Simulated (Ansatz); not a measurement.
# Alloy of GaAs and InAs (12 of 32 Ga sites exchanged), 64 atoms

Aim: relax the alloy cell and compare the gap by PBEsol.

Method: density functional theory in Ansatz 0.2.0, PAW datasets, plane waves.

## 1. Starting point

64 atoms (20 Ga, 12 In, 32 As); a = 11.645 Å, b = 11.645 Å, c = 11.645 Å, α = 90.00°, β = 90.00°, γ = 90.00°. All atoms were shaken off their sites by about 0.02 Å along each axis.

Steps to follow: (2) PBEsol cell relaxation at the single k point (¼, ¼, ¼), on 1 × NVIDIA H100 80GB HBM3 with 4 threads of AMD EPYC 7R13.

## 2. PBEsol relaxation of the cell and the positions

File in.yaml:

```yaml
crystal:
  lattice:
    - [11.644776, 0.000000, 0.000000]
    - [0.000000, 11.644776, 0.000000]
    - [0.000000, 0.000000, 11.644776]
  atoms:
    - { symbol: Ga, position: [0.001186, 0.000331, 0.002865] }
    - { symbol: Ga, position: [0.001064, 0.000227, 0.498979] }
    - { symbol: Ga, position: [0.000638, 0.498171, 0.001800] }
    - { symbol: Ga, position: [0.498502, 0.998443, 0.501653] }
    - { symbol: Ga, position: [0.499837, 0.500046, 0.998363] }
    - { symbol: Ga, position: [0.250209, 0.750592, 0.999082] }
    - { symbol: Ga, position: [0.247171, 0.749689, 0.501729] }
    - { symbol: Ga, position: [0.748001, 0.248261, 0.998010] }
    - { symbol: Ga, position: [0.747629, 0.250566, 0.497323] }
    - { symbol: Ga, position: [0.748306, 0.749329, 0.999770] }
    - { symbol: Ga, position: [0.751125, 0.750518, 0.499808] }
    - { symbol: Ga, position: [0.250188, 0.998589, 0.750854] }
    - { symbol: Ga, position: [0.250219, 0.499678, 0.251571] }
    - { symbol: Ga, position: [0.253060, 0.498877, 0.750814] }
    - { symbol: Ga, position: [0.749641, 0.001790, 0.748540] }
    - { symbol: Ga, position: [0.997247, 0.249357, 0.750553] }
    - { symbol: Ga, position: [0.999348, 0.749512, 0.249358] }
    - { symbol: Ga, position: [0.001310, 0.749226, 0.750781] }
    - { symbol: Ga, position: [0.500209, 0.248958, 0.749982] }
    - { symbol: Ga, position: [0.498973, 0.750102, 0.250995] }
    - { symbol: In, position: [0.003543, 0.499780, 0.500510] }
    - { symbol: In, position: [0.497587, 0.003891, 0.000437] }
    - { symbol: In, position: [0.504474, 0.499662, 0.499726] }
    - { symbol: In, position: [0.252873, 0.248930, 0.998631] }
    - { symbol: In, position: [0.247538, 0.251179, 0.498321] }
    - { symbol: In, position: [0.249742, 0.000926, 0.248604] }
    - { symbol: In, position: [0.751435, 0.000509, 0.250700] }
    - { symbol: In, position: [0.750753, 0.499373, 0.251294] }
    - { symbol: In, position: [0.750575, 0.498560, 0.748892] }
    - { symbol: In, position: [0.997511, 0.250516, 0.250814] }
    - { symbol: In, position: [0.500513, 0.250048, 0.247875] }
    - { symbol: In, position: [0.498001, 0.749371, 0.751937] }
    - { symbol: As, position: [0.121963, 0.126977, 0.126018] }
    - { symbol: As, position: [0.125046, 0.124529, 0.622803] }
    - { symbol: As, position: [0.124016, 0.625681, 0.123285] }
    - { symbol: As, position: [0.126828, 0.626839, 0.628392] }
    - { symbol: As, position: [0.621943, 0.125433, 0.125991] }
    - { symbol: As, position: [0.624764, 0.125879, 0.622035] }
    - { symbol: As, position: [0.622786, 0.625631, 0.123583] }
    - { symbol: As, position: [0.624201, 0.625953, 0.623281] }
    - { symbol: As, position: [0.375867, 0.374235, 0.125869] }
    - { symbol: As, position: [0.373169, 0.371319, 0.625668] }
    - { symbol: As, position: [0.374223, 0.876213, 0.124193] }
    - { symbol: As, position: [0.372318, 0.874226, 0.628081] }
    - { symbol: As, position: [0.873530, 0.372988, 0.120837] }
    - { symbol: As, position: [0.873965, 0.375673, 0.627027] }
    - { symbol: As, position: [0.873548, 0.874687, 0.124843] }
    - { symbol: As, position: [0.875612, 0.874563, 0.623003] }
    - { symbol: As, position: [0.373637, 0.124929, 0.376497] }
    - { symbol: As, position: [0.373225, 0.123468, 0.874285] }
    - { symbol: As, position: [0.372314, 0.625287, 0.374461] }
    - { symbol: As, position: [0.372619, 0.623108, 0.872915] }
    - { symbol: As, position: [0.877666, 0.122277, 0.376552] }
    - { symbol: As, position: [0.877191, 0.126410, 0.876297] }
    - { symbol: As, position: [0.875653, 0.625186, 0.370793] }
    - { symbol: As, position: [0.874083, 0.622324, 0.875639] }
    - { symbol: As, position: [0.126591, 0.371390, 0.375126] }
    - { symbol: As, position: [0.127217, 0.373747, 0.874062] }
    - { symbol: As, position: [0.123664, 0.874806, 0.375733] }
    - { symbol: As, position: [0.124426, 0.872997, 0.873173] }
    - { symbol: As, position: [0.624315, 0.375164, 0.376396] }
    - { symbol: As, position: [0.626206, 0.375820, 0.873044] }
    - { symbol: As, position: [0.627085, 0.875880, 0.376129] }
    - { symbol: As, position: [0.624695, 0.872290, 0.877470] }
  symmetry: { detect: false }
kpoints:
  mp_grid: { grid: [1, 1, 1], shift: [0.25, 0.25, 0.25] }
hamiltonian:
  xc: pbesol
scf:
  occupations: { method: fermi_dirac, width: 0.01 }
relax:
  f_tol: 0.03
  max_steps: 80
  escape_saddle: false
  adjacent_minimum: "off"
  cell: { fix: [shape] }
output:
  forces: true
  eigenvalues: true
  populations: true
  write_density: true
  write_potential: true
  elf: true
  volumetric_format: npy
```

Run with:

```sh
ansatz run in.yaml --threads 4 --pin off --max-ram 61750MiB --runs-dir r --events-out ev --progress --plain --backend cuda --devices 0, --max-vram 37GiB
```

The log of the run:

```text
Pseudopotentials: kind: paw
Functional definition: PBEsol
  exchange = pbesol_x
  correlation = pbesol_c
Crystal: 64 atoms, lattice volume = 1579.041 Å³
Basis set: ecut = 420 eV, 31031 PW (Γ), exchange–correlation on 160×160×160 points (8 copies of the dense FFT grid, shifted against one another)
Bands: 538, of which v1, the nominal top of the filled ones, is band 448 counted from 1 (447 counted from 0)
Symmetry: 1 space group operations
k-points: 1
Non-local potential: Ga, projectors of the file, l = 0: 2, l = 1: 2, l = 2: 3, l = 3: 1
Non-local potential: In, projectors of the file, l = 0: 2, l = 1: 2, l = 2: 2, l = 3: 2
Non-local potential: As, projectors of the file, l = 0: 2, l = 1: 2, l = 2: 3, l = 3: 1
PAW form: soft (Blöchl's): semilocal exchange-correlation on the pseudo side does not see the compensation charge
PAW frozen core: Ga, regenerated for the run's functional, and the local potential with it (the file was generated under x = pbe(κ = 0.804, μ = 0.2195149727645171), c = pbe(β = 0.06672455060314922))
PAW frozen core: In, regenerated for the run's functional, and the local potential with it (the file was generated under x = pbe(κ = 0.804, μ = 0.2195149727645171), c = pbe(β = 0.06672455060314922))
PAW frozen core: As, regenerated for the run's functional, and the local potential with it (the file was generated under x = pbe(κ = 0.804, μ = 0.2195149727645171), c = pbe(β = 0.06672455060314922))
PAW one-centre angular grid: Ga, 590 points (default); XC on 64 Gauss nodes
PAW one-centre angular grid: In, 590 points (default); XC on 64 Gauss nodes
PAW one-centre angular grid: As, 590 points (default); XC on 64 Gauss nodes
Initial density: superposition of atomic densities (neutral atoms: chi_scale 0, normalization atom), corrected by the library's trained network
Initial wavefunctions: pseudopotential atomic-orbital guess
Functional: x = pbesol(κ = 0.804, μ = 0.12345679012345678), c = pbesol(β = 0.046)
SCF iter   1: F=—  HF=-295199.241493 eV  |F-HF|=—  |Δ(HF+E_count)|=         —  Δρ=4.34e-3  dr2=3.99e-1  ethr=1.77e-3  ⟨swp⟩=6.0  Hψ=2006  notcnv=0  defer=4
preconditioner: auto → Resta (q_TF=auto, 2.482 Å⁻¹)  ε∞=3.5  [insulator: Δε(μ)=1.105 eV  Ē_g=14.088 eV  σ=0.010 eV  W_gap=1.00  n_scr=436 (ndim 8)  ℏωp=22.4 eV  f_vac=0.097  D(μ)=0.00/eV (n_scr^D=0)  ε∞_Penn≈3.5]
SCF iter   2: F=—  HF=-295199.108509 eV  |F-HF|=—  |Δ(HF+E_count)|=   1.33e-1  Δρ=2.09e-3  dr2=9.33e-2  ethr=4.45e-5  ⟨swp⟩=3.0  Hψ=1072  notcnv=0  defer=85
SCF iter   3: F=—  HF=-295199.094536 eV  |F-HF|=—  |Δ(HF+E_count)|=   1.40e-2  Δρ=5.69e-4  dr2=8.51e-3  ethr=1.04e-5  ⟨swp⟩=2.0  Hψ=585  notcnv=0  defer=85
SCF iter   4: F=—  HF=-295199.097761 eV  |F-HF|=—  |Δ(HF+E_count)|=   3.23e-3  Δρ=2.07e-4  dr2=1.07e-3  ethr=9.50e-7  ⟨swp⟩=2.0  Hψ=903  notcnv=0  defer=85
SCF iter   5: F=—  HF=-295199.093842 eV  |F-HF|=—  |Δ(HF+E_count)|=   3.92e-3  Δρ=9.31e-5  dr2=1.50e-4  ethr=1.20e-7  ⟨swp⟩=2.0  Hψ=900  notcnv=0  defer=85
SCF iter   6: F=—  HF=-295199.093889 eV  |F-HF|=—  |Δ(HF+E_count)|=   4.75e-5  Δρ=3.35e-5  dr2=1.73e-5  ethr=1.67e-8  ⟨swp⟩=2.0  Hψ=895  notcnv=0  defer=85
SCF iter   7: F=—  HF=-295199.096776 eV  |F-HF|=—  |Δ(HF+E_count)|=   2.89e-3  Δρ=1.00e-5  dr2=1.49e-6  ethr=1.93e-9  ⟨swp⟩=2.0  Hψ=897  notcnv=0  defer=85
SCF iter   8: F=—  HF=-295199.096779 eV  |F-HF|=—  |Δ(HF+E_count)|=   2.21e-6  Δρ=2.84e-6  dr2=1.63e-7  ethr=1.66e-10  ⟨swp⟩=2.0  Hψ=901  notcnv=0  defer=85
SCF iter   9: F=-295199.096779 eV  HF=-295199.096779 eV  |F-HF|=1.90e-8  |Δ(HF+E_count)|=   1.87e-7  Δρ=1.06e-6  dr2=1.76e-8  ethr=1.12e-11  ⟨swp⟩=15.0  Hψ=5263  notcnv=0
SCF 1 converged in 9 iterations: F = -295199.096779 eV  dr2 = 1.76e-8
relax step   1: F+E_penalty+E_count = -295199.09677878 eV  Δ(F+E_penalty+E_count) = +0.000e0 eV  max|allowed force component| = 1.725e0 eV/Å  Δτ_max = 0.0000 Å  P = +0.782 GPa  Ω = 1579.041 Å³  fix = [alpha, beta, gamma, b/a, c/a]  reactions: b/a -0.018, c/a +0.020 GPa; alpha +0.449, beta +0.586, gamma +0.691 GPa/rad  (9 SCF iters, dr2 threshold 1.00e-7 eV, accepted)
[... 14 lines left out ...]
relax step   2: F+E_penalty+E_count = -295202.02717830 eV  Δ(F+E_penalty+E_count) = -2.930e0 eV  max|allowed force component| = 1.558e-1 eV/Å  Δτ_max = 0.1949 Å  P = -0.808 GPa  Ω = 1596.211 Å³  energy of the carried Pulay correction = -3.314e-3 eV  fix = [alpha, beta, gamma, b/a, c/a]  reactions: b/a +0.012, c/a +0.019 GPa; alpha +0.623, beta +0.615, gamma +0.635 GPa/rad  (7 SCF iters, dr2 thresh [...]
[... 4 lines left out ...]
relax step   3: F+E_penalty+E_count = -295202.11523432 eV  Δ(F+E_penalty+E_count) = -8.806e-2 eV  max|allowed force component| = 7.973e-2 eV/Å  Δτ_max = 0.0588 Å  P = +0.198 GPa  Ω = 1570.617 Å³  energy of the carried Pulay correction = +1.639e-3 eV  fix = [alpha, beta, gamma, b/a, c/a]  reactions: b/a +0.018, c/a +0.017 GPa; alpha +0.715, beta +0.644, gamma +0.622 GPa/rad  (7 SCF iters, dr2 thres [...]
[... 4 lines left out ...]
relax step   4: F+E_penalty+E_count = -295202.12317013 eV  Δ(F+E_penalty+E_count) = -7.936e-3 eV  max|allowed force component| = 3.515e-2 eV/Å  Δτ_max = 0.0190 Å  P = +0.006 GPa  Ω = 1575.311 Å³  energy of the carried Pulay correction = +7.246e-4 eV  fix = [alpha, beta, gamma, b/a, c/a]  reactions: b/a +0.015, c/a +0.018 GPa; alpha +0.701, beta +0.637, gamma +0.622 GPa/rad  (6 SCF iters, dr2 thres [...]
[... 10 lines left out ...]
relax step   5: F+E_penalty+E_count = -295202.12449270 eV  Δ(F+E_penalty+E_count) = -1.323e-3 eV  max|allowed force component| = 3.921e-3 eV/Å  Δτ_max = 0.0064 Å  P = -0.003 GPa  Ω = 1575.505 Å³  energy of the carried Pulay correction = +6.870e-4 eV  fix = [alpha, beta, gamma, b/a, c/a]  reactions: b/a +0.016, c/a +0.018 GPa; alpha +0.699, beta +0.637, gamma +0.623 GPa/rad  (6 SCF iters, dr2 thres [...]
[... 9 lines left out ...]
relax step   6: F+E_penalty+E_count = -295202.12391077 eV  Δ(F+E_penalty+E_count) = +5.819e-4 eV  max|allowed force component| = 3.919e-3 eV/Å  Δτ_max = 0.0000 Å  P = -0.003 GPa  Ω = 1575.505 Å³  fix = [alpha, beta, gamma, b/a, c/a]  reactions: b/a +0.016, c/a +0.018 GPa; alpha +0.699, beta +0.637, gamma +0.623 GPa/rad  stress off target by 2.93e-3 GPa on what of the cell is left free  SCF on the [...]
SCF converged after 5 iterations
Free energy (F): -295202.123911 eV
Harris-Foulkes:  -295202.123911 eV  (|F-HF|=1.16e-10)
Internal energy: -295202.123911 eV  (E = F + TS)
E sigma→0 (E₀):  -295202.123911 eV
Fermi energy:    8.212155 eV
--- Per-component energies (eV) ---
  E_band       = -10178.548157
  E_kinetic    = 8547.274005
  E_local      = -118940.083811  (includes V_loc(G=0)·N_el)
  E_nonlocal   = -8442.020645
  E_hartree    = 59018.857951
  E_xc         = -6445.294312
  E_vxc        = -4891.650145  (∫ρ·V_xc dr)
  E_paw        = -145389.686498  (= ΣΔE_a)
  E_vpaw       = -4489.782643  (= ΣTr[D̂ρ^β])
  E_aug_tail   = -0.001848  (compensation charges beyond the density's cutoff)
  E_ewald      = -83602.184856
  E_core_change = 51.016104  (= ΣΔE_core)
  E_smearing   = -0.000000  (= −TS)
  E_closure    = 0.000000  (closes the sum)
  Σ components = -295202.123911   (vs F -295202.123911, Δ=0.00e0)
--- Forces (eV/Å), atoms counted from 1 ---
  atom   1  Ga    -0.00188702     0.00063913    -0.00083932
  atom   2  Ga    -0.00267529    -0.00073348     0.00179642
[... 2 atoms left out ...]
  atom   5  Ga    -0.00391868    -0.00124038    -0.00103782
[... 3 atoms left out ...]
  atom   9  Ga    -0.00241008    -0.00364519     0.00171702
  atom  10  Ga    -0.00001821    -0.00210504     0.00284474
  atom  11  Ga    -0.00321016     0.00056980    -0.00193329
[... 1 atom left out ...]
  atom  13  Ga    -0.00361632     0.00217665    -0.00086582
  atom  14  Ga    -0.00264007     0.00212980     0.00153038
[... 19 atoms left out ...]
  atom  34  As     0.00309046    -0.00074360    -0.00111522
[... 6 atoms left out ...]
  atom  41  As     0.00346160     0.00039387    -0.00148633
[... 23 atoms left out ...]
  max |Σ_I F_I| component: 9.67e-7 eV/Å
--- Stress (GPa, compression-positive) ---
       -0.036391      -0.623133      -0.636849
       -0.623133       0.012924      -0.699050
       -0.636849      -0.699050       0.014683
  P = ⅓ Tr σ = -0.0029 GPa (-0.029 kbar)
--- Band table (eV) ---
  k-point 0: bands = [... 436 lower levels ..., "6.7043", "6.7443", "6.7921", "6.8251", "6.8501", "6.9479", "7.0010", "7.1198", "7.1727", "7.2676", "7.6243", "7.6457", "8.7775", "9.0654", "9.4427", "9.4799", "9.4927", "9.6012", "9.6579", "9.7253", "9.8470", "9.9127", "9.9214", "9.9439", ... 78 higher levels ...]
--- Relaxed structure (5 steps of the walk, 5 accepted, 1 SCFs on fresh bases) ---
  F+E_penalty+E_count = -295202.12391077 eV   max|allowed force component| = 3.919e-3 eV/Å   (the final SCF, on the basis selected at the relaxed cell)
  cell:  # Å, volume = 1575.5045 Å³
    - [11.636076063799795, 2.372368195783677e-113, 1.424742789866455e-112]
    - [2.372368195783677e-113, 11.636076063799795, 1.4839738358417365e-111]
    - [1.424742789866455e-112, 1.4839738358417365e-111, 11.636076063799795]
  atoms:
    - { symbol: Ga, position: [-0.0018865369362732335, -0.004994837699690154, -0.0065573247929840775] }
    - { symbol: Ga, position: [-0.0026310033409676263, -0.005029707551031959, 0.5066778033589057] }
[... 62 atoms left out ...]
--- Löwdin populations: 64 sites ---
  site symbol       q [e]
     0     Ga     12.9491
     1     Ga     12.9555
[... 62 atoms left out ...]
  spilling = 0.001370 (of n_electrons = 896.000000)
```

Wall time 22 s (1 × NVIDIA H100 80GB HBM3 with 4 threads of AMD EPYC 7R13, shared host); peak host memory 1.6 GiB.

Recorded steps of the relaxation (solves on a freshly chosen basis count as rows, and their energies jump a little):

```
accepted step  energy change (eV)  largest force component (eV/Å)  SCF cycles  pressure (GPa)
            1               0.000                           1.725           9            0.78
            2              -2.930                           0.156           7           -0.81
            3              -3.018                           0.080           7            0.20
            4              -3.026                           0.035           6            0.01
            5              -3.028                           0.004           6            0.00
            6              -3.027                           0.004           5            0.00
```

Largest shifts, less the median shift:

```
atom  shift (Å)      dx      dy      dz
As64      0.200   0.192   0.029  -0.049
As58      0.195  -0.144   0.087  -0.099
As42      0.187   0.026   0.075   0.169
As61      0.183   0.143  -0.061   0.097
As33      0.182  -0.035  -0.132  -0.121
As37      0.175   0.140   0.062  -0.085
As57      0.175   0.080   0.125  -0.093
As46      0.171   0.030  -0.167  -0.024
```

|  | before | after | change |
| --- | --- | --- | --- |
| a (Å) | 11.645 | 11.636 | -0.07 % |
| b (Å) | 11.645 | 11.636 | -0.07 % |
| c (Å) | 11.645 | 11.636 | -0.07 % |
| volume (Å³/atom) | 24.673 | 24.617 | -0.22 % |

Bond lengths by pair after relaxation (within a distance cut, which drops stretched bonds):

```
 pair  count  mean (Å)  spread (Å)  least   most
As–Ga     80     2.467       0.016  2.435  2.503
As–In     48     2.613       0.012  2.579  2.636
```

At the single k point (¼, ¼, ¼) the filled levels end at 7.646 eV and the empty ones begin at 8.778 eV, a spacing of 1.13 eV.

Density in a lattice plane of the grid's cell (edges 11.64 and 11.64 Å, at 0.001 of the third edge), which holds Ga and In.

Values in e/Å³, 12 rows by 12 columns:
```
 0.48  0.19  0.08  0.04  0.09  0.22  0.64  0.21  0.10  0.05  0.09  0.22
 0.02  0.08  0.19  0.32  0.20  0.11  0.04  0.07  0.18  0.34  0.20  0.10
 0.07  0.03  0.46 48.00  0.29  0.06  0.02  0.05  0.29 49.78  0.45  0.03
 0.03  0.13  0.23  0.41  0.19  0.08  0.03  0.10  0.20  0.40  0.20  0.09
 0.49  0.23  0.09  0.04  0.11  0.20  0.43  0.21  0.09  0.03  0.08  0.20
45.23  0.31  0.04  0.03  0.05  0.36 49.13  0.38  0.03  0.05  0.03  0.41
 0.25  0.15  0.07  0.04  0.11  0.22  0.31  0.16  0.07  0.05  0.11  0.20
 0.05  0.07  0.20  0.61  0.23  0.11  0.05  0.08  0.18  0.62  0.23  0.09
 0.00  0.05  0.61 12.38  0.47  0.05  0.01  0.04  0.47 12.66  0.62  0.05
 0.06  0.11  0.24  0.47  0.16  0.06  0.04  0.07  0.19  0.47  0.19  0.07
 0.26  0.22  0.12  0.05  0.07  0.17  0.46  0.20  0.10  0.05  0.07  0.16
45.60  0.34  0.05  0.01  0.04  0.48 12.76  0.61  0.05  0.03  0.03  0.39
```
Columns run along the first of these edges and rows up along the second, over one cell in 12 and 12 even steps from the bottom left corner. Atoms in the plane (fractional): Ga at (1.00, 0.99), Ga at (1.00, 0.51), Ga at (0.50, 0.50), Ga at (0.24, 0.75), Ga at (0.75, 0.75), In at (0.50, 1.00), In at (0.25, 0.25), In at (0.75, 0.25).

ELF in the same plane.

Ten even steps from '0' (0.00) to '9' (0.58):
```
135520002533133531003653
458753236874336864236895
235786568984225786568863
002554246641001454245631
001441524410001341714410
014753245420013664235620
358995468753247996458753
469863247886469863235775
135620013653235631002543
314410001341614410001441
345520013664245520014664
457653247996457643247986
125764348974125764347862
002433134641002434133530
001341014310001341004310
014633243420002434243520
147984345543235774346752
579984224664346764225675
347741002434243531002454
314410001341004310001341
```
Columns run along the first of these edges and rows up along the second, over one cell in 24 and 20 even steps from the bottom left corner. Atoms in the plane (fractional): Ga at (1.00, 0.99), Ga at (1.00, 0.51), Ga at (0.50, 0.50), Ga at (0.24, 0.75), Ga at (0.75, 0.75), In at (0.50, 1.00), In at (0.25, 0.25), In at (0.75, 0.25).

Both are smooth fields of the valence electrons: close to the nuclei they are not physical.

Outside the cores ELF peaks at 0.78 on the As–Ga line, 1.1 Å from As; 0.76 on the As–In line, 1.1 Å from As.

## 3. Summary of results

```
             level        time  top filled to lowest empty (eV)
PBEsol, relaxation  22 s (GPU)                             1.13
```

```
     quantity                                                                         value
   relaxation                                              6 recorded steps, 3.03 eV gained
largest shift                                                                 0.20 Å (As64)
 relaxed cell  a = 11.636 Å, b = 11.636 Å, c = 11.636 Å, α = 90.00°, β = 90.00°, γ = 90.00°
   mean bonds                                                    As–Ga 2.467, As–In 2.613 Å
```

**Reading.** Relaxation gains 3.03 eV, with shifts up to 0.20 Å (As64), while the volume changes by -0.2 %. The mean lengths of the listed bonds run from As–Ga 2.47 Å to As–In 2.61 Å. Spin–orbit coupling is left out, which matters for the band edges of the heavier elements here. With one k point the spacing samples only the states that fold onto it, so it can exceed the gap over the zone.
